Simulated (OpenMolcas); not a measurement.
**V²⁺ among point charges: CASSCF levels and susceptibility**

How does a field of 6 point charges split the states of V²⁺, and what χT follows?

Program: OpenMolcas 26.06. Level of theory: state-averaged CASSCF, spin-orbit coupling by RASSI with atomic mean-field integrals. These are calculated values, not measurements, unless marked.

1 further run of the same task is left out (it didn't finish).

## 1. The system

* Species: V²⁺ (vanadium, Z = 23, 21 electrons)
* Basis: ANO-RCC-VDZP [5s4p2d1f], 34 functions
* Scalar Hamiltonian: DKH2, point nucleus
* Inactive shells: 1s 2s 2p 3s 3p
* Active space: 3 electrons in 5 orbitals (3d)
* Some configurations of this space: 3d³
* Orbitals: optimised for each spin and parity, averaged over all roots

Outer shells as boxes (Hund's rule):

3d3
```
3d [↑ ][↑ ][↑ ][  ][  ]
```

The ion sits among 6 point charges of -2.2 e arranged as a tetragonal octahedron (D4h), 2.04 Å from the ion, with the axial distance 1.856 Å. The active orbitals were held to one l.

The work runs as a chain of OpenMolcas steps in one folder; each step below is one input file. Labels, J, g values, rates, χT and fits are worked out afterwards by a script from the matrices that RASSI stores. The input lists half of the charges; inversion (Group=XYZ) makes the rest.

## 2. Basis and integrals

Contents of a.inp:

```
&GATEWAY
Coord
1

V 0.0 0.0 0.0
Basis=ANO-RCC-VDZP
Group=XYZ
NoMove
AngMom=0.0 0.0 0.0
AMFI
XField
3 Angstrom 0
2.040000 0.000000 0.000000 -2.200000
0.000000 2.040000 0.000000 -2.200000
0.000000 0.000000 1.856400 -2.200000
&SEWARD
```

The run is started by

```bash
$ OMP_NUM_THREADS=1 MOLCAS_MEM=1689 MOLCAS_PROJECT=a pymolcas a.inp > a.log
```

## 3. Reference wave functions, quartets of even parity, 10 roots

Contents of a.inp:

```
&RASSCF
FileOrb=start.orb
Symmetry=1
Spin=4
nActEl=3 0 0
Inactive=3 6
Ras2=5 0
CIRoot=10 10 1
SDav=10
CIMx=300
Iter=120 100
PrWF=0.3
OrbListing=Nothing
MaxOrb=0
SupSym
1
10 4 5 6 7 8 11 12 13 14 15
0
>>> COPY $Project.JobIph JOB001
```

start.orb holds the contracted functions of the basis, ordered by shell, or the orbitals of the step before.

## 4. CASSCF: doublets of even parity, 40 roots

Contents of a.inp:

```
&RASSCF
FileOrb=start.orb
Symmetry=1
Spin=2
nActEl=3 0 0
Inactive=3 6
Ras2=5 0
CIRoot=40 40 1
SDav=40
CIMx=300
Iter=120 100
PrWF=0.3
OrbListing=Nothing
MaxOrb=0
SupSym
1
10 4 5 6 7 8 11 12 13 14 15
0
>>> COPY $Project.JobIph JOB002
```

## 5. State interaction with spin-orbit coupling

Contents of a.inp:

```
&RASSI
NrOfJobIphs=2 10 40
1 2 3 4 5 6 7 8 9 10
1 2 3 4 5 6 7 8 9 10 11 12 13 14 15 16 17 18 19 20 21 22 23 24 25 26 27
28 29 30 31 32 33 34 35 36 37 38 39 40
IphNames
JOB001
JOB002
EJob
SpinOrbit
DIPRint=1.0
SOCoupling=1000.0
Subsets=2
Property=9
'ANGMOM' 1 'ANGMOM' 2 'ANGMOM' 3 'MLTPL  1' 1 'MLTPL  1' 2 'MLTPL  1' 3
'AMFI' 1 'AMFI' 2 'AMFI' 3
SOProperty=3
'ANGMOM' 1 'ANGMOM' 2 'ANGMOM' 3
```

Before running it: what results should come out? Wanted: spin-free ground state; first state of the same spin within the active space; lowest level; next level.

As calculated:

| quantity | value |
| --- | --- |
| method | CASSCF |
| spin-free ground state | 4B1, 1-fold in its orbital part |
| first state of the same spin within the active space | 4B2 at 9000 cm⁻¹ |
| lowest level | 2-fold E1/2, g = 0.00, 0.00, 5.85 |
| next level | 0.1 cm⁻¹ |
| χT at 300 K | 1.85 cm³ K/mol |
| effective moment at 300 K | 3.85 μB |

In words: The spin-free ground state (4B1) comes to 100 % from free-ion F terms and keeps the highest spin of the shell. χT at 300 K is 1.85, against 1.88 cm³ K/mol for the spin alone; near agreement at one temperature doesn't show that the orbital moment is quenched. The field of point charges can differ much from that of real complexes. This is an electrostatic model: the charges have no orbitals.
